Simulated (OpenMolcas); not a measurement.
**Pd²⁺ in CsCaF3: CASSCF and CASPT2 levels and susceptibility**

Which state of Pd²⁺ lies lowest among these ligands, how large is the field, and what χT follows?

Method: state-averaged CASSCF and CASPT2, spin-orbit coupling by RASSI with atomic mean-field integrals. Code: OpenMolcas 26.06.

## (1) Starting point

```
Species                           : Pd²⁺ (palladium, Z = 46, 44 electrons)
Basis                             : ANO-RCC-VDZP [6s5p3d1f], 151 functions with the ligands
Scalar Hamiltonian                : DKH2, point nucleus
Inactive shells                   : 1s 2s 2p 3s 3p 3d 4s 4p of the metal, and all ligand shells
Active space                      : 8 electrons in 5 orbitals (4d)
Some configurations of this space : 4d⁸
Orbitals                          : optimised for each spin and parity, averaged over all roots
```

Outer shells as boxes (Hund's rule):

4d8
```
4d [↑↓][↑↓][↑↓][↑ ][↑ ]
```

Pd²⁺ is taken with its 6 nearest fluoride ions at 2.154 Å, on the cation site of CsCaF3 (a = 4.526 Å). The rest of the host is ab initio model potentials to 7.6 Å, with orthogonalisation functions on the cations behind the ligands, and point charges beyond; the distance is set by hand, nothing relaxes, and no local charge compensation is placed. Ligand basis ANO-RCC-VDZP.

```xyz
15

Pd    0.0000    0.0000    0.0000
F     2.1540    0.0000    0.0000
F     0.0000    2.1540    0.0000
F    -2.1540    0.0000    0.0000
F     0.0000   -2.1540    0.0000
F     0.0000    0.0000    2.1540
F     0.0000    0.0000   -2.1540
Cs    2.2630   -2.2630   -2.2630
Cs   -2.2630    2.2630    2.2630
Cs    2.2630   -2.2630    2.2630
Cs   -2.2630    2.2630   -2.2630
Cs    2.2630    2.2630   -2.2630
Cs   -2.2630   -2.2630    2.2630
Cs    2.2630    2.2630    2.2630
Cs   -2.2630   -2.2630   -2.2630
```

The work runs as a chain of OpenMolcas steps in one folder; each step below is one input file. Labels, J, g values, rates, χT and fits are worked out afterwards by a script from the matrices that RASSI stores.

## (2) Basis and integrals

a.inp

```
&GATEWAY
Basis set
Pd.ANO-RCC-VDZP.
Pd1 0.0 0.0 0.0 Angstrom
End of basis
Basis set
F.ANO-RCC-VDZP.
L1 2.154000 0.000000 0.000000 Angstrom
L2 0.000000 2.154000 0.000000 Angstrom
L3 0.000000 0.000000 2.154000 Angstrom
End of basis
Basis set
Ca.EMB-AIMP.Lopez-Moraza.10s7p.1s1p.ECP.CsCaF3.
PseudoCharge
* 3 symmetry-unique lattice sites within 7.6 angstrom
End of basis
Basis set
Cs.EMB-AIMP.Lopez-Moraza.0s.0s.ECP.CsCaF3.
PseudoCharge
* 16 symmetry-unique lattice sites within 7.6 angstrom
End of basis
Basis set
Ca.EMB-AIMP.Lopez-Moraza.0s.0s.ECP.CsCaF3.
PseudoCharge
* 6 symmetry-unique lattice sites within 7.6 angstrom
End of basis
Basis set
F.EMB-AIMP.Lopez-Moraza.0s.0s.ECP.CsCaF3.
PseudoCharge
* 27 symmetry-unique lattice sites within 7.6 angstrom
End of basis
Symmetry
XYZ
AngMom=0.0 0.0 0.0
AMFI
RICD
XField
1537 Angstrom 0
* Evjen-weighted lattice charges
&SEWARD
```

Run with:

```console
OMP_NUM_THREADS=1 MOLCAS_MEM=2457 MOLCAS_PROJECT=a pymolcas a.inp > a.log
```

Standard output:

```text
Basis set label: PD.ANO-RCC...6S5P3D1F.

      Electronic valence basis set:
      ------------------
      Associated Effective Charge  46.000000 au
      Associated Actual Charge     46.000000 au
      Nuclear Model: Point charge

      Shell  nPrim  nBasis  Cartesian Spherical Contaminant
         s      21       6        X
         p      18       5        X
         d      13       3                 X
         f       6       1                 X
                  Relativistic Douglas-Kroll-Hess integrals:
                    - DKH order of Hamiltonian: 2
                    - DKH order of Properties : 0
                  Atomic mean-field integrals
```

## (3) CASSCF: triplets, 10 roots

a.inp

```
&RASSCF
FileOrb=start.orb
Symmetry=1
Spin=3
nActEl=8 0 0
Inactive=24 24
Ras2=5 0
CIRoot=10 10 1
SDav=10
CIMx=300
Iter=150 100
PrWF=0.3
OrbListing=Nothing
MaxOrb=1
LevShft=1.0
>>> COPY $Project.JobIph JOB001
```

start.orb holds start orbitals that the driver prepared beforehand, or those of the step before.

Standard output, shortened:

```text
[...]
      Number of active orbitals                  5
[...]
      Spin quantum number                      1.0
[...]
      Active orbitals                            5   0
[...]
      Number of CSFs                            10
      Number of root(s) required                10
[...]
      Convergence after 13 iterations
[...]
      Natural orbitals and occupation numbers for root  1
      sym 1:   2.000000   2.000000   1.000000   2.000000   1.000000
      Natural orbitals and occupation numbers for root  2
      sym 1:   1.002608   2.000000   1.002608   1.997392   1.997392
      Natural orbitals and occupation numbers for root  3
      sym 1:   1.997527   1.002473   1.997527   1.002473   2.000000
::    RASSCF root number  1 Total energy:  -5641.04389624
::    RASSCF root number  2 Total energy:  -5640.98970763
::    RASSCF root number  3 Total energy:  -5640.98970763
[...]
::    RASSCF root number  7 Total energy:  -5640.95826646
::    RASSCF root number  8 Total energy:  -5640.90656940
::    RASSCF root number  9 Total energy:  -5640.90656940
::    RASSCF root number 10 Total energy:  -5640.90656940
```

## (4) Reference wave functions, singlets, 15 roots

a.inp

```
&RASSCF
FileOrb=start.orb
Symmetry=1
Spin=1
nActEl=8 0 0
Inactive=24 24
Ras2=5 0
CIRoot=15 15 1
SDav=15
CIMx=300
Iter=150 100
PrWF=0.3
OrbListing=Nothing
MaxOrb=0
LevShft=1.0
>>> COPY $Project.JobIph JOB002
```

Run with:

```console
OMP_NUM_THREADS=1 MOLCAS_MEM=2457 MOLCAS_PROJECT=a pymolcas a.inp > a.log
```

Standard output, shortened:

```text
[...]
      Number of active orbitals                  5
[...]
      Spin quantum number                      0.0
[...]
      Active orbitals                            5   0
[...]
      Number of CSFs                            15
      Number of root(s) required                15
[...]
      Convergence after 11 iterations
[...]
      Natural orbitals and occupation numbers for root  1
      sym 1:   1.983635   1.988977   1.013957   1.999474   1.013957
      Natural orbitals and occupation numbers for root  2
      sym 1:   1.997755   1.992414   1.013957   1.981916   1.013957
      Natural orbitals and occupation numbers for root  3
      sym 1:   1.920950   1.920950   1.118575   1.920950   1.118575
::    RASSCF root number  1 Total energy:  -5640.98170583
::    RASSCF root number  2 Total energy:  -5640.98170583
::    RASSCF root number  3 Total energy:  -5640.93849745
[...]
::    RASSCF root number 12 Total energy:  -5640.86375549
::    RASSCF root number 13 Total energy:  -5640.86375549
::    RASSCF root number 14 Total energy:  -5640.86375549
::    RASSCF root number 15 Total energy:  -5640.76166593
```

## (5) RASSI: spin-orbit coupling between the states

a.inp

```
&RASSI
NrOfJobIphs=2 10 15
1 2 3 4 5 6 7 8 9 10
1 2 3 4 5 6 7 8 9 10 11 12 13 14 15
IphNames
JOB001
JOB002
EJob
SpinOrbit
DIPRint=1.0
SOCoupling=1000.0
Subsets=2
Property=9
'ANGMOM' 1 'ANGMOM' 2 'ANGMOM' 3 'MLTPL  1' 1 'MLTPL  1' 2 'MLTPL  1' 3
'AMFI' 1 'AMFI' 2 'AMFI' 3
SOProperty=3
'ANGMOM' 1 'ANGMOM' 2 'ANGMOM' 3
```

Run with:

```console
OMP_NUM_THREADS=1 MOLCAS_MEM=2457 MOLCAS_PROJECT=a pymolcas a.inp > a.log
```

Standard output, shortened:

```text
SPIN-FREE ENERGIES:
  (Shifted by EMIN (a.u.) =      -5641.0438962432)
 SF State       Relative EMIN(au)   Rel lowest level(eV)    D:o, cm**(-1)
     1             0.0000000000        0.0000000000              0.0000
     2             0.0541886154        1.4745473433          11893.0264
     3             0.0541886154        1.4745473433          11893.0264
     4             0.0541886154        1.4745473433          11893.0264
    11             0.0621904104        1.6922872787          13649.2174
    12             0.0621904104        1.6922872787          13649.2174
     7             0.0856297818        2.3301050654          18793.5648
     5             0.0856297818        2.3301050654          18793.5648
     6             0.0856297818        2.3301050654          18793.5648
    13             0.1053987982        2.8680474068          23132.3624
[...]
Eigenvalues of complex Hamiltonian:
   -----------------------------------
  (Shifted by EMIN (a.u.) =      -5641.0438962432)
 SO State       Relative EMIN(au)   Rel lowest level(eV)    D:o, cm**(-1)
     1            -0.0020404229        0.0000000000              0.0000
     2            -0.0020404229        0.0000000000              0.0000
     3            -0.0020404229        0.0000000000              0.0000
     4             0.0464882244        1.3205317661          10650.8070
     5             0.0464882244        1.3205317662          10650.8070
     6             0.0509033143        1.4406724812          11619.8072
     7             0.0509033143        1.4406724814          11619.8072
     8             0.0509033143        1.4406724815          11619.8072
     9             0.0556322474        1.5693533060          12657.6880
    10             0.0556322474        1.5693533059          12657.6880
    11             0.0556322474        1.5693533059          12657.6880
[...]
```

These steps took 18 s in all on 1 thread of Arm Neoverse V2, shared host.

Spin-free states, with their symmetry labels:

| state | degeneracy | E (cm-1) |
| --- | --- | --- |
| 3A2 | 1 | 0 |
| 3T2 | 3 | 11893 |
| 1E | 2 | 13649 |
| 3T1 | 3 | 18794 |
| 1A1 | 1 | 23132 |
| 1T2 | 3 | 25155 |
| 1T1 | 3 | 29299 |
| 3T1 | 3 | 30140 |
| 1E | 2 | 39196 |
| 1T2 | 3 | 39536 |
| 1A1 | 1 | 61942 |

With spin-orbit coupling:

```
E (cm-1)  Degeneracy  Label  2S+1
     0.0           3     T2     3
   10651           2      E     3
   11620           3     T1     3
   12658           3     T2     3
   13086           1     A2     3
   13953           2      E     1
   17142           1     A1     3
   18675           3     T1     3
   20085           3     T2     3
   20962           2      E     3
   24022           1     A1     1
   24762           3     T2     1
   29705           3     T1     1
   30462           2      E     3
   31112           1     A1     3
   31172           3     T1     3
   31236           3     T2     3
   39884           2      E     1
   40209           3     T2     1
   62778           1     A1     1
```

Powder χT (cm³ K/mol): 1.43 at 2 K, 1.43 at 5 K, 1.43 at 10 K, 1.43 at 20 K, 1.44 at 50 K, 1.44 at 100 K, 1.45 at 150 K, 1.46 at 200 K, 1.46 at 250 K, 1.47 at 300 K.

A ligand-field fit to the states below 45000 cm-1 gives 10Dq = 11991 cm-1, B = 877 cm-1 and C = 3498 cm-1 (C/B = 3.99), with a deviation of 70 cm-1.

The orbitals of the open shell are 90 to 97 % metal; the Mulliken charge of the metal is +1.50 e.

## (6) CASPT2: IPEA 0.25, imaginary shift 0.1 (closed shells correlated: 4s 4p of the metal, with ligand shells; the Frozen line counts the rest)

a.inp

```
>>> COPY JOB001 $Project.JobIph
&CASPT2
Multistate=10 1 2 3 4 5 6 7 8 9 10
NoMult
Frozen=11 9
IPEA=0.25
Imaginary=0.1
MaxIter=60
WThr=0.0 0.3 0.05
PrWF=0.5
NoMix
>>> COPY JOB002 $Project.JobIph
&CASPT2
Multistate=15 1 2 3 4 5 6 7 8 9 10 11 12 13 14 15
NoMult
Frozen=11 9
IPEA=0.25
Imaginary=0.1
MaxIter=60
WThr=0.0 0.3 0.05
PrWF=0.5
NoMix
```

Run with:

```console
OMP_NUM_THREADS=1 MOLCAS_MEM=2457 MOLCAS_PROJECT=a pymolcas a.inp > a.log
```

Standard output:

```text
Orbital specifications:
      -----------------------

      Symmetry species                           1   2
                                                ag  au
      Frozen orbitals                           11   9
      Inactive orbitals                         13  15
      Active orbitals                            5   0
      Secondary orbitals                        46  52
      Deleted orbitals                           0   0
      Number of basis functions                 75  76
Type of calculation                        SS-CASPT2
      Fock operator                              state-specific
      IPEA shift                                 0.25
      Real shift                                 0.00
      Imaginary shift                            0.10
      The input orbitals will be transformed to quasi-canonical
Reference energy:       -5641.0438962432
      E2 (Non-variational):      -1.6457622222
      Shift correction:          -0.0010579213
      E2 (Variational):          -1.6468201435
      Total energy:           -5642.6907163867
      Residual norm:              0.0000006561
      Reference weight:           0.72194
      Contributions to the CASPT2 correlation energy
      Active & Virtual Only:         -0.1730252893
      One Inactive Excited:          -0.2074960374
      Two Inactive Excited:          -1.2652408955
Reference energy:       -5640.9897076278
      E2 (Non-variational):      -1.6353446368
      Shift correction:          -0.0010404977
      E2 (Variational):          -1.6363851345
      Total energy:           -5642.6260927623
      Residual norm:              0.0000002378
      Reference weight:           0.72412
      Contributions to the CASPT2 correlation energy
      Active & Virtual Only:         -0.1699315665
      One Inactive Excited:          -0.2093165675
      Two Inactive Excited:          -1.2560965028
::    CASPT2 Root  1     Total energy:  -5642.69071639
::    CASPT2 Root  2     Total energy:  -5642.62609276
::    CASPT2 Root  3     Total energy:  -5642.62634958
::    CASPT2 Root  4     Total energy:  -5642.62644439
::    CASPT2 Root  5     Total energy:  -5642.59745148
::    CASPT2 Root  6     Total energy:  -5642.59718012
::    CASPT2 Root  7     Total energy:  -5642.59716556
::    CASPT2 Root  8     Total energy:  -5642.54633451
::    CASPT2 Root  9     Total energy:  -5642.54543636
::    CASPT2 Root 10     Total energy:  -5642.54539103
Orbital specifications:
      -----------------------

      Symmetry species                           1   2
                                                ag  au
      Frozen orbitals                           11   9
      Inactive orbitals                         13  15
      Active orbitals                            5   0
      Secondary orbitals                        46  52
      Deleted orbitals                           0   0
      Number of basis functions                 75  76
Type of calculation                        SS-CASPT2
      Fock operator                              state-specific
      IPEA shift                                 0.25
      Real shift                                 0.00
      Imaginary shift                            0.10
      The input orbitals will be transformed to quasi-canonical
Reference energy:       -5640.9817058328
      E2 (Non-variational):      -1.6624594163
      Shift correction:          -0.0011239625
      E2 (Variational):          -1.6635833788
      Total energy:           -5642.6452892116
      Residual norm:              0.0000008575
      Reference weight:           0.71757
      Contributions to the CASPT2 correlation energy
      Active & Virtual Only:         -0.1748395361
      One Inactive Excited:          -0.2185308282
      Two Inactive Excited:          -1.2690890519
Reference energy:       -5640.9817058328
      E2 (Non-variational):      -1.6624737273
      Shift correction:          -0.0011239101
      E2 (Variational):          -1.6635976374
      Total energy:           -5642.6453034702
      Residual norm:              0.0000008580
      Reference weight:           0.71756
      Contributions to the CASPT2 correlation energy
      Active & Virtual Only:         -0.1748487047
      One Inactive Excited:          -0.2185360283
      Two Inactive Excited:          -1.2690889943
::    CASPT2 Root  1     Total energy:  -5642.64528921
::    CASPT2 Root  2     Total energy:  -5642.64530347
::    CASPT2 Root  3     Total energy:  -5642.60442057
::    CASPT2 Root  4     Total energy:  -5642.57935608
::    CASPT2 Root  5     Total energy:  -5642.57941205
::    CASPT2 Root  6     Total energy:  -5642.57941536
::    CASPT2 Root  7     Total energy:  -5642.56103079
::    CASPT2 Root  8     Total energy:  -5642.56105013
::    CASPT2 Root  9     Total energy:  -5642.56080680
::    CASPT2 Root 10     Total energy:  -5642.50244247
::    CASPT2 Root 11     Total energy:  -5642.50245693
::    CASPT2 Root 12     Total energy:  -5642.50156247
::    CASPT2 Root 13     Total energy:  -5642.50161714
::    CASPT2 Root 14     Total energy:  -5642.50161652
::    CASPT2 Root 15     Total energy:  -5642.42660813
```

This run took 75 s in all on 1 thread of Arm Neoverse V2, shared host.

SS-CASPT2: lowest energy less the reference's lowest, -1.6468 hartree; reference weights 0.715 to 0.724.

Spin-free states, with their symmetry labels:

| state | degeneracy | E (cm-1) |
| --- | --- | --- |
| 3A2 | 1 | 0 |
| 1E | 2 | 9969 |
| 3T2 | 3 | 14139 |
| 1A1 | 1 | 18940 |
| 3T1 | 3 | 20510 |
| 1T2 | 3 | 24432 |
| 1T1 | 3 | 28478 |
| 3T1 | 3 | 31823 |
| 1E | 2 | 41320 |
| 1T2 | 3 | 41507 |
| 1A1 | 1 | 57965 |

With spin-orbit coupling:

| E (cm-1) | Degeneracy | Label | 2S+1 |
| --- | --- | --- | --- |
| 0 | 3 | T2 | 3 |
| 9460 | 2 | E | 1 |
| 13780 | 3 | T1 | 3 |
| 13910 | 2 | E | 3 |
| 14760 | 3 | T2 | 3 |
| 15280 | 1 | A2 | 3 |
| 17530 | 1 | A1 | 3 |
| 20340 | 3 | T1 | 3 |
| 21070 | 1 | A1 | 1 |
| 21760 | 3 | T2 | 3 |
| 22340 | 2 | E | 3 |
| 24300 | 3 | T2 | 1 |
| 28980 | 3 | T1 | 1 |
| 32090 | 2 | E | 3 |
| 32600 | 3 | T2 | 3 |
| 32640 | 1 | A1 | 3 |
| 32690 | 3 | T1 | 3 |
| 41950 | 2 | E | 1 |
| 42120 | 3 | T2 | 1 |
| 58830 | 1 | A1 | 1 |

Powder χT (cm³ K/mol): 1.37 at 2 K, 1.37 at 5 K, 1.37 at 10 K, 1.37 at 20 K, 1.37 at 50 K, 1.38 at 100 K, 1.38 at 150 K, 1.39 at 200 K, 1.39 at 250 K, 1.40 at 300 K.

A ligand-field fit to the states below 45000 cm-1 gives 10Dq = 14831 cm-1, B = 660 cm-1 and C = 3060 cm-1 (C/B = 4.64), with a deviation of 411 cm-1.

## (7) The methods side by side

A. CASSCF
B. SS-CASPT2, IPEA 0.25, imaginary shift 0.1 (closed shells correlated: 4s 4p of the metal, with ligand shells; the Frozen line counts the rest)

| method | ground state | first state of that spin (cm-1) | first gap with spin-orbit (cm-1) | χT at 300 K |
| --- | --- | --- | --- | --- |
| A | 3A2 | 3T2 11890 | 10650.8 | 1.47 |
| B | 3A2 | 3T2 14140 | 9456.3 | 1.40 |

## (8) Outcome

| quantity | value |
| --- | --- |
| method | SS-CASPT2, IPEA 0.25, imaginary shift 0.1 (closed shells correlated: 4s 4p of the metal, with ligand shells; the Frozen line counts the rest) |
| spin-free ground state | 3A2, 1-fold in its orbital part |
| first state of the same spin within the active space | 3T2 at 14100 cm⁻¹ |
| lowest level | 3-fold T2 |
| next level | 9456.3 cm⁻¹ |
| χT at 300 K | 1.40 cm³ K/mol |
| effective moment at 300 K | 3.35 μB |

Cost by method:

```csv
method,time of its own steps,time with the reference
A. CASSCF,18 s,18 s
"B. SS-CASPT2, IPEA 0.25, imaginary shift 0.1, +4s 4p",75 s,93 s
```

Times are of one thread on a shared host.

In words: The spin-free ground state (3A2) is 1-fold and keeps the highest spin of the shell. χT at 300 K is 1.40, against 1.00 cm³ K/mol for the spin alone, so orbital moment adds to it. A ligand-field fit to the states below 45000 cm-1 gives 10Dq = 14831 cm-1, B = 660 cm-1 and C = 3060 cm-1 (C/B = 4.64), with a deviation of 411 cm-1. CASPT2 does not keep the components of a term degenerate, and the means are used.
